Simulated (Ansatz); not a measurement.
# Tl3Cu (Pm-3m) in Ansatz: settings compared

One crystal, Tl3Cu, is run at these levels: PBE, PBE+D3(BJ), PBE+D3(BJ)-ATM, PBE+D4; tasks: relaxation of cell and atoms.

Program: Ansatz 0.2.0. These are calculated values, not measurements. Logs are shortened: lines on timing, memory, paths and dates and some standing lists are left out, and cuts for length are marked.

**1. Starting point**

The structure is cubic, space group Pm-3m (No. 221). Conventional cell: a = 4.717 Å, b = 4.717 Å, c = 4.717 Å, α = 90.00°, β = 90.00°, γ = 90.00°. Around Tl (site symmetry 4/mmm) lie 8 Tl at 3.34 Å and 4 Cu at 3.34 Å. Cu (site symmetry m-3m) is surrounded by 12 Tl at 3.34 Å.

The cell comes from a database or a generator and needn't be the stable form of this composition.

**2. Relaxation of cell and atoms, PBE**

File input.yaml:

```yaml
crystal:
  lattice:
    - [4.716998, 0.0, 0.0]
    - [0.0, 4.716998, 0.0]
    - [0.0, 0.0, 4.716998]
  atoms:
    - { symbol: Tl, position: [0.5, 0.5, 0.0] }
    - { symbol: Tl, position: [0.5, 0.0, 0.5] }
    - { symbol: Tl, position: [0.0, 0.5, 0.5] }
    - { symbol: Cu, position: [0.0, 0.0, 0.0] }
hamiltonian:
  xc: pbe
  pseudopotentials: { kind: paw }
kpoints:
  mp_grid: { grid: [6, 6, 6] }
scf:
  occupations: { method: fermi_dirac, width: 0.05 }
output:
  forces: true
  stress: true
  eigenvalues: true
relax:
  f_tol: 0.01
  max_steps: 40
  cell: { stress_tol: 0.05 }
```

Potentials or basis: Ansatz PAW.

The run is started by

```sh
ansatz run input.yaml --threads 2 --pin off --max-ram 5632MiB --backend cpu --events-out ev --progress --plain --runs-dir out
```

The log of the run:

```text
Warning: RAYON_NUM_THREADS=2 ignored (pool sized by the plan → 2); use --threads N
Engine: ansatz 0.2.0, aarch64-unknown-linux-gnu
Pseudopotentials: kind: paw
Pseudopotential: Tl, paw, valence charge 13, recommended cutoff 420 eV (normal), Tl.paw.azcp
Pseudopotential: Cu, paw, valence charge 19, recommended cutoff 420 eV (normal), Cu.paw.azcp
Functional definition: PBE
  parameter kappa = 0.804
  parameter beta = 0.06672455060314922
  exchange = pbe_x(kappa = kappa, mu = beta*pi^2/3)
  correlation = pbe_c(beta = beta)
Crystal: 4 atoms, lattice volume = 104.954 Å³
Basis set: ecut = 420 eV, 2103 PW (Γ), exchange–correlation on 64×64×64 points (8 copies of the dense FFT grid, shifted against one another)
Bands: 35, of which v1, the nominal top of the filled ones, is band 29 counted from 1 (28 counted from 0)
Symmetry: 48 space group operations
Space group: Pm-3m (ITA 221), of the structure as read, at distance tolerance 4.7e-5 Å
k-points: 20 of 216
Non-local potential: Tl, projectors of the file, l = 0: 2, l = 1: 2, l = 2: 2, l = 3: 1
Non-local potential: Cu, projectors of the file, l = 0: 3, l = 1: 2, l = 2: 3, l = 3: 1
PAW form: soft (Blöchl's): semilocal exchange-correlation on the pseudo side does not see the compensation charge
PAW one-centre angular grid: Tl, 590 points (default); XC on 64 Gauss nodes
PAW one-centre angular grid: Cu, 590 points (default); XC on 64 Gauss nodes
Initial density: superposition of atomic densities (neutral atoms: chi_scale 0, normalization atom), corrected by the library's trained network
Initial wavefunctions: pseudopotential atomic-orbital guess
Functional: x = pbe(κ = 0.804, μ = 0.2195149727645171), c = pbe(β = 0.06672455060314922)
SCF iter   1: F=—  HF=-40956.475043 eV  |F-HF|=—  |Δ(HF+E_count)|=         —  Δρ=1.23e-3  dr2=3.52e-3  ethr=1.77e-3  ⟨swp⟩=6.9  Hψ=2806  notcnv=0
preconditioner: auto → Resta (q_TF=auto, 2.472 Å⁻¹)  ε∞=6.1  [insulator: Δε(μ)=0.145 eV  Ē_g=11.364 eV  σ=0.050 eV  W_gap=0.58  n_scr=26 (ndim 8)  ℏωp=25.6 eV  f_vac=0.000  D(μ)=1.92/eV (n_scr^D=6)  ε∞_Penn≈6.1]
SCF iter   2: F=—  HF=-40956.476079 eV  |F-HF|=—  |Δ(HF+E_count)|=   1.04e-3  Δρ=5.66e-4  dr2=1.02e-3  ethr=6.08e-6  ⟨swp⟩=2.5  Hψ=1323  notcnv=0  defer=3
SCF iter   3: F=—  HF=-40956.475919 eV  |F-HF|=—  |Δ(HF+E_count)|=   1.60e-4  Δρ=7.54e-4  dr2=4.22e-4  ethr=1.76e-6  ⟨swp⟩=2.0  Hψ=1268  notcnv=0  defer=3
SCF iter   4: F=—  HF=-40956.475827 eV  |F-HF|=—  |Δ(HF+E_count)|=   9.22e-5  Δρ=5.60e-5  dr2=3.05e-6  ethr=7.28e-7  ⟨swp⟩=2.0  Hψ=821  notcnv=0  defer=3
SCF iter   5: F=—  HF=-40956.475827 eV  |F-HF|=—  |Δ(HF+E_count)|=   3.71e-7  Δρ=3.90e-5  dr2=1.54e-6  ethr=5.26e-9  ⟨swp⟩=2.0  Hψ=1266  notcnv=0  defer=3
SCF iter   6: F=-40956.475827 eV  HF=-40956.475827 eV  |F-HF|=4.90e-8  |Δ(HF+E_count)|=   1.62e-7  Δρ=8.17e-6  dr2=6.27e-8  ethr=1.72e-10  ⟨swp⟩=5.8  Hψ=3238  notcnv=0
SCF 1 converged in 6 iterations: F = -40956.475827 eV  dr2 = 6.27e-8
relax step   1: F+E_penalty+E_count = -40956.47582696 eV  Δ(F+E_penalty+E_count) = +0.000e0 eV  max|allowed force component| = 5.723e-29 eV/Å  Δτ_max = 0.0000 Å  P = +0.029 GPa  Ω = 104.954 Å³  (6 SCF iters, dr2 threshold 1.00e-7 eV, accepted)
Initial density: handed on by an earlier stage of this run
Initial wavefunctions: pseudopotential atomic-orbital guess (no wavefunctions were taken with the density)
iter 1 solved again at ethr=2.16e-8 eV; its pass at ethr=3.10e-3 eV (dr2=1.25e-5 eV) is discarded
SCF iter   1: F=—  HF=-40956.475817 eV  |F-HF|=—  |Δ(HF+E_count)|=         —  Δρ=7.69e-6  dr2=5.70e-8  ethr=2.16e-8  ⟨swp⟩=3.1  Hψ=4769  notcnv=0
preconditioner: auto → Resta (q_TF=auto, 2.472 Å⁻¹)  ε∞=6.1  [insulator: Δε(μ)=0.135 eV  Ē_g=11.368 eV  σ=0.050 eV  W_gap=0.56  n_scr=26 (ndim 8)  ℏωp=25.6 eV  f_vac=0.000  D(μ)=1.98/eV (n_scr^D=6)  ε∞_Penn≈6.1]
SCF iter   2: F=—  HF=-40956.475827 eV  |F-HF|=—  |Δ(HF+E_count)|=   9.52e-6  Δρ=4.15e-6  dr2=1.32e-8  ethr=9.82e-11  ⟨swp⟩=2.1  Hψ=1289  notcnv=0
SCF iter   3: F=—  HF=-40956.475827 eV  |F-HF|=—  |Δ(HF+E_count)|=   4.88e-9  Δρ=1.67e-6  dr2=3.74e-9  ethr=2.28e-11  ⟨swp⟩=2.6  Hψ=1151  notcnv=0
SCF iter   4: F=—  HF=-40956.475827 eV  |F-HF|=—  |Δ(HF+E_count)|=   1.52e-9  Δρ=6.96e-7  dr2=4.18e-10  ethr=6.45e-12  ⟨swp⟩=2.0  Hψ=849  notcnv=0
iter 5 did not close the SCF: its close was put off for the readings that it lacked (scf_convergence_deferred on its scf_iter line)
SCF iter   5: F=-40956.475827 eV  HF=-40956.475827 eV  |F-HF|=0.00e0  |Δ(HF+E_count)|=  1.31e-10  Δρ=2.00e-7  dr2=3.58e-11  ethr=1.00e-12  ⟨swp⟩=2.0  Hψ=836  notcnv=0
SCF iter   6: F=-40956.475827 eV  HF=-40956.475827 eV  |F-HF|=0.00e0  |Δ(HF+E_count)|=  1.46e-11  Δρ=2.39e-8  dr2=4.27e-13  ethr=1.00e-12  ⟨swp⟩=3.3  Hψ=2266  notcnv=0
SCF 2 converged in 6 iterations: F = -40956.475827 eV  dr2 = 4.27e-13
relax step   2: F+E_penalty+E_count = -40956.47582701 eV  Δ(F+E_penalty+E_count) = -5.333e-8 eV  max|allowed force component| = 5.716e-29 eV/Å  Δτ_max = 0.0000 Å  P = +0.029 GPa  Ω = 104.954 Å³  stress off target by 2.94e-2 GPa  SCF on the basis re-selected at this cell (its energy is not comparable with the rows above)  (6 SCF iters)
basis re-selected at this cell: Δ(F+E_penalty+E_count) = -5.333e-8 eV, ΔP = +0.000 GPa vs the last step (what re-selecting the basis moved, of the pressure what is left beyond the Pulay correction that the steps carried, after the strain that the cell walked since its last selection, with what the two solves' SCF thresholds leave and, on support functions, any second-order correction that the steps lacked; it is no measure of the basis error at this ecutwfc). This SCF's stress stands 2.94e-2 GPa from its target on what of the cell is left free (relax.cell.stress_tol is 5.00e-2 GPa) and its largest allowed force component is 5.72e-29 eV/Å (relax.f_tol is 1.00e-2 eV/Å): within both
SCF converged after 6 iterations
Free energy (F): -40956.475827 eV
Harris-Foulkes:  -40956.475827 eV  (|F-HF|=0.00e0)
Internal energy: -40956.459264 eV  (E = F + TS)
E sigma→0 (E₀):  -40956.467545 eV
Entropy (-TS):   -0.016563 eV (-4.141 meV/atom)
Fermi energy:    10.210464 eV
--- Per-component energies (eV) ---
  E_band       = -456.553207
  E_kinetic    = 1300.396954
  E_local      = -8089.955392  (includes V_loc(G=0)·N_el)
  E_nonlocal   = 1351.571425
  E_hartree    = 3404.130360
  E_xc         = -778.621381
  E_vxc        = -537.794347  (∫ρ·V_xc dr)
  E_paw        = -32165.626111  (= ΣΔE_a)
  E_vpaw       = -1289.032979  (= ΣTr[D̂ρ^β])
  E_aug_tail   = 0.000393  (compensation charges beyond the density's cutoff)
  E_ewald      = -5978.355511
  E_smearing   = -0.016563  (= −TS)
  E_closure    = -0.000000  (closes the sum)
  Σ components = -40956.475827   (vs F -40956.475827, Δ=0.00e0)
--- Forces (eV/Å), atoms counted from 1 ---
  atom   1  Tl     0.00000000    -0.00000000     0.00000000
  atom   2  Tl     0.00000000    -0.00000000    -0.00000000
  atom   3  Tl     0.00000000    -0.00000000     0.00000000
  atom   4  Cu    -0.00000000     0.00000000    -0.00000000
  max |Σ_I F_I| component: 2.10e-28 eV/Å
--- Stress (GPa, compression-positive) ---
        0.029397      -0.000000       0.000000
        0.000000       0.029397       0.000000
        0.000000       0.000000       0.029397
  P = ⅓ Tr σ = 0.0294 GPa (0.294 kbar)
--- Band table (eV; the first three rows and the last of 20) ---
  k-point 0: bands = ["-101.6626", "-59.0629", "-59.0629", "-59.0629", "-1.8636", "-1.8009", "-1.8009", "-1.8009", "-1.5302", "-1.5302", "-1.1923", "-1.1923", "-1.1923", "-1.0678", "-1.0678", "-0.8755", "-0.8134", "-0.8134", "-0.8134", "0.4718", "6.6481", "6.6481", "8.1618", "8.1618", "8.1618", "8.4711", "8.4711", "8.8311", "8.8311", "8.8311", "10.7557", "14.9767", "14.9767", "14.9767", "15.5060"]
  k-point 1: bands = ["-101.6625", "-59.0628", "-59.0628", "-59.0628", "-1.8136", "-1.7902", "-1.7481", "-1.7481", "-1.5190", "-1.4875", "-1.2035", "-1.1965", "-1.1965", "-1.1058", "-1.0667", "-0.9085", "-0.8896", "-0.8896", "-0.8133", "0.6656", "5.5450", "6.7331", "8.0677", "8.0677", "8.1606", "8.1798", "8.3822", "9.1872", "9.1872", "9.5673", "11.8238", "14.2436", "14.3563", "14.3563", "14.6846"]
  k-point 2: bands = ["-101.6626", "-59.0628", "-59.0628", "-59.0628", "-1.7677", "-1.6917", "-1.5995", "-1.5995", "-1.4950", "-1.3803", "-1.2273", "-1.2183", "-1.2183", "-1.2089", "-1.0708", "-1.0708", "-1.0675", "-0.9936", "-0.8132", "1.2436", "3.8987", "6.9546", "7.9649", "7.9649", "8.1454", "8.1551", "8.1581", "9.9063", "10.0382", "10.0382", "12.8911", "12.8911", "13.3263", "13.4597", "14.4755"]
  k-point 19: bands = ["-101.6625", "-59.0628", "-59.0628", "-59.0628", "-1.6910", "-1.6910", "-1.6910", "-1.6009", "-1.4953", "-1.4953", "-1.4953", "-1.1837", "-1.1837", "-1.1837", "-1.1024", "-1.1024", "-0.8750", "-0.8750", "-0.8750", "4.7943", "4.7943", "4.7943", "6.9732", "7.9220", "7.9220", "7.9220", "8.1957", "8.1957", "8.3769", "8.3769", "8.3769", "9.4759", "19.0878", "19.0878", "19.6886"]
--- Relaxed structure (1 steps of the walk, 1 accepted, 1 SCFs on fresh bases) ---
  F+E_penalty+E_count = -40956.47582701 eV   max|allowed force component| = 5.716e-29 eV/Å   (the final SCF, on the basis selected at the relaxed cell)
  cell:  # Å, volume = 104.9535 Å³
    - [4.716998, 0.0, 0.0]
    - [0.0, 4.716998, 0.0]
    - [0.0, 0.0, 4.716998]
  atoms:
    - { symbol: Tl, position: [0.5, 0.5, 0.0] }
    - { symbol: Tl, position: [0.5, 0.0, 0.5] }
    - { symbol: Tl, position: [0.0, 0.5, 0.5] }
    - { symbol: Cu, position: [0.0, 0.0, 0.0] }
```

Run time: 4.7 s. Hardware: 2 threads of Arm Neoverse V1, shared host; peak memory 0.4 GiB.

Results:

- Free energy: -40956.4758 eV
- Energy gained by relaxing: 0.0 meV/atom
- Ionic steps: 2
- Pressure after relaxing: 0.0 GPa
- Band gap on the k mesh: none (metal or under the smearing width)

Final structure:
```
CELL_PARAMETERS angstrom
4.71700 0.00000 0.00000
0.00000 4.71700 0.00000
0.00000 0.00000 4.71700
ATOMIC_POSITIONS crystal
Tl 0.50000 0.50000 0.00000
Tl 0.50000 0.00000 0.50000
Tl 0.00000 0.50000 0.50000
Cu 0.00000 0.00000 0.00000
```

Caveat: the plane-wave basis is chosen anew once the cell has moved, so the energies of steps on either side of that aren't comparable.

**3. Relaxation of cell and atoms, PBE+D3(BJ)**

Edit input.yaml of step 2 so:

```diff
@@ -13,2 +13,3 @@
   pseudopotentials: { kind: paw }
+  dispersion: d3bj
 kpoints:
```

Potentials or basis: Ansatz PAW.

The run is started by

```sh
ansatz run input.yaml --threads 2 --pin off --max-ram 5632MiB --backend cpu --events-out ev --progress --plain --runs-dir out
```

Run time: 9.3 s. Hardware: 2 threads of Arm Neoverse V1, shared host; peak memory 0.4 GiB.

It converged, with:

| Item | Value |
| --- | --- |
| Free energy | -40957.8949 eV |
| Relaxed volume | 24.60 Å³/atom |
| Relaxed cell | a = 4.617 Å, b = 4.617 Å, c = 4.617 Å, α = 90.00°, β = 90.00°, γ = 90.00° |
| Space group after relaxing (to 0.05 Å) | Pm-3m (No. 221) |
| Energy gained by relaxing | 11.3 meV/atom |
| Ionic steps | 4 |
| Pressure after relaxing | 0.0 GPa |
| Band gap on the k mesh | none (metal or under the smearing width) |

The path:
```csv
step,energy change (eV),largest force (eV/Å),volume (Å³)
1,0.0000,0.0000,104.95
2,-0.0461,0.0000,99.41
3,-0.0474,0.0000,98.40
4,-0.0452,0.0000,98.40
```

Final structure:
```xyz
4
Lattice="4.6168 0.0000 0.0000 0.0000 4.6168 0.0000 0.0000 0.0000 4.6168" Properties=species:S:1:pos:R:3 pbc="T T T"
Tl    2.3084    2.3084    0.0000
Tl    2.3084    0.0000    2.3084
Tl    0.0000    2.3084    2.3084
Cu    0.0000    0.0000    0.0000
```

Levels at points of the mesh, in eV from the Fermi level:
| k point | band 26 | band 27 | band 28 | band 29 | band 30 | band 31 | band 32 | band 33 |
| --- | --- | --- | --- | --- | --- | --- | --- | --- |
| (0.00, 0.00, 0.00) | -1.72 | -1.72 | -1.53 | -1.53 | -1.53 | 0.70 | 4.99 | 4.99 |
| (0.00, 0.00, -0.50) | -2.17 | -2.17 | 0.00 | 0.75 | 0.75 | 1.57 | 1.57 | 2.89 |
| (0.00, -0.50, -0.50) | -2.16 | -2.05 | -1.99 | 1.53 | 2.45 | 2.45 | 2.91 | 3.20 |
| (-0.50, -0.50, -0.50) | -2.52 | -2.13 | -2.13 | -1.90 | -1.90 | -1.90 | -0.70 | 9.39 |

Caveat: the plane-wave basis is chosen anew once the cell has moved, so the energies of steps on either side of that aren't comparable; pairwise dispersion overbinds metals, which lowers pressure and volume. The run has no spin-orbit coupling, so splittings on Tl are missing.

**4. Relaxation of cell and atoms, PBE+D3(BJ)-ATM**

Edit input.yaml of step 3 so:

```diff
@@ -13,3 +13,3 @@
   pseudopotentials: { kind: paw }
-  dispersion: d3bj
+  dispersion: d3bjatm
 kpoints:
```

The run is started by

```sh
ansatz run input.yaml --threads 2 --pin off --max-ram 5632MiB --backend cpu --events-out ev --progress --plain --runs-dir out
```

Run time: 9.4 s. Hardware: 2 threads of Arm Neoverse V1, shared host; peak memory 0.4 GiB.

The run converged. Its results:

| Item | Value |
| --- | --- |
| Free energy | -40957.7993 eV |
| Relaxed volume | 24.81 Å³/atom |
| Relaxed cell | a = 4.630 Å, b = 4.630 Å, c = 4.630 Å, α = 90.00°, β = 90.00°, γ = 90.00° |
| Space group after relaxing (to 0.05 Å) | Pm-3m (No. 221) |
| Energy gained by relaxing | 8.6 meV/atom |
| Ionic steps | 4 |
| Pressure after relaxing | 0.0 GPa |
| Band gap on the k mesh | none (metal or under the smearing width) |

Step by step:
```
step  energy change (eV)  largest force (eV/Å)  volume (Å³)
   1              0.0000                0.0000       104.95
   2             -0.0352                0.0000       100.09
   3             -0.0362                0.0000        99.25
   4             -0.0343                0.0000        99.25
```

Final structure:
```xyz
4
Lattice="4.6299 0.0000 0.0000 0.0000 4.6299 0.0000 0.0000 0.0000 4.6299" Properties=species:S:1:pos:R:3 pbc="T T T"
Tl    2.3150    2.3150    0.0000
Tl    2.3150    0.0000    2.3150
Tl    0.0000    2.3150    2.3150
Cu    0.0000    0.0000    0.0000
```

Levels at points of the mesh, in eV from the Fermi level:
```tsv
k point	band 27	band 28	band 29	band 30	band 31	band 32
(0.00, 0.00, 0.00)	-1.72	-1.51	-1.51	-1.51	0.68	4.96
(0.00, 0.00, -0.50)	-2.15	-0.03	0.75	0.75	1.57	1.57
(0.00, -0.50, -0.50)	-2.04	-1.98	1.50	2.42	2.42	2.89
(-0.50, -0.50, -0.50)	-2.11	-2.11	-1.89	-1.89	-1.89	-0.70
```

Caveat: the plane-wave basis is chosen anew once the cell has moved, so the energies of steps on either side of that aren't comparable; pairwise dispersion overbinds metals, which lowers pressure and volume.

**5. Relaxation of cell and atoms, PBE+D4**

Edit input.yaml of step 4 so:

```diff
@@ -13,3 +13,3 @@
   pseudopotentials: { kind: paw }
-  dispersion: d3bjatm
+  dispersion: d4
 kpoints:
@@ -22,2 +22,6 @@
   eigenvalues: true
+  write_density: true
+  write_potential: true
+  elf: true
+  volumetric_format: npy
 relax:
```

The run is started by

```sh
ansatz run input.yaml --threads 2 --pin off --max-ram 5632MiB --backend cpu --events-out ev --progress --plain --runs-dir out
```

Run time: 10 s. Hardware: 2 threads of Arm Neoverse V1, shared host; peak memory 0.41 GiB.

It converged, with:

```
Free energy                            : -40957.9877 eV
Relaxed volume                         : 24.61 Å³/atom
Relaxed cell                           : a = 4.617 Å, b = 4.617 Å, c = 4.617 Å, α = 90.00°, β = 90.00°, γ = 90.00°
Space group after relaxing (to 0.05 Å) : Pm-3m (No. 221)
Energy gained by relaxing              : 11.3 meV/atom
Ionic steps                            : 4
Pressure after relaxing                : 0.0 GPa
Band gap on the k mesh                 : none (metal or under the smearing width)
```

The path:
| step | energy change (eV) | largest force (eV/Å) | volume (Å³) |
| --- | --- | --- | --- |
| 1 | 0.0000 | 0.0000 | 104.95 |
| 2 | -0.0461 | 0.0000 | 99.39 |
| 3 | -0.0473 | 0.0000 | 98.44 |
| 4 | -0.0451 | 0.0000 | 98.44 |

Final structure:
```cif
data_structure
_symmetry_space_group_name_H-M 'P 1'
_symmetry_Int_Tables_number 1
_cell_length_a 4.6173
_cell_length_b 4.6173
_cell_length_c 4.6173
_cell_angle_alpha 90.000
_cell_angle_beta 90.000
_cell_angle_gamma 90.000
_cell_volume 98.44
loop_
_atom_site_label
_atom_site_type_symbol
_atom_site_fract_x
_atom_site_fract_y
_atom_site_fract_z
_atom_site_occupancy
Tl1 Tl 0.50000 0.50000 0.00000 1
Tl2 Tl 0.50000 0.00000 0.50000 1
Tl3 Tl 0.00000 0.50000 0.50000 1
Cu1 Cu 0.00000 0.00000 0.00000 1
```

Levels at points of the mesh, in eV from the Fermi level:
| k point | band 27 | band 28 | band 29 | band 30 | band 31 | band 32 |
| --- | --- | --- | --- | --- | --- | --- |
| (0.00, 0.00, 0.00) | -1.72 | -1.53 | -1.53 | -1.53 | 0.70 | 4.99 |
| (0.00, 0.00, -0.50) | -2.17 | 0.00 | 0.75 | 0.75 | 1.57 | 1.57 |
| (0.00, -0.50, -0.50) | -2.05 | -1.99 | 1.53 | 2.45 | 2.45 | 2.91 |
| (-0.50, -0.50, -0.50) | -2.13 | -2.13 | -1.90 | -1.90 | -1.90 | -0.70 |

Caveat: the plane-wave basis is chosen anew once the cell has moved, so the energies of steps on either side of that aren't comparable; pairwise dispersion overbinds metals, which lowers pressure and volume. The run has no spin-orbit coupling, so splittings on Tl are missing.

**6. Overview**

```csv
level,gap on the mesh (eV),pressure (GPa),relaxed volume (Å³/atom)
PBE,none,0.0,26.24
PBE+D3(BJ),none,0.0,24.60
PBE+D3(BJ)-ATM,none,0.0,24.81
PBE+D4,none,0.0,24.61
```

Alike in all rows: task relaxation of cell and atoms; potentials or basis Ansatz PAW; no spin polarisation; cell relaxed; k mesh 6 × 6 × 6; cutoff (eV) 420; smearing fermi-dirac 0.05 eV.

Caveats: the plane-wave basis is chosen anew once the cell has moved, so the energies of steps on either side of that aren't comparable; pairwise dispersion overbinds metals, which lowers pressure and volume (some runs).

Absolute energies hang on the potentials; compare differences alone.
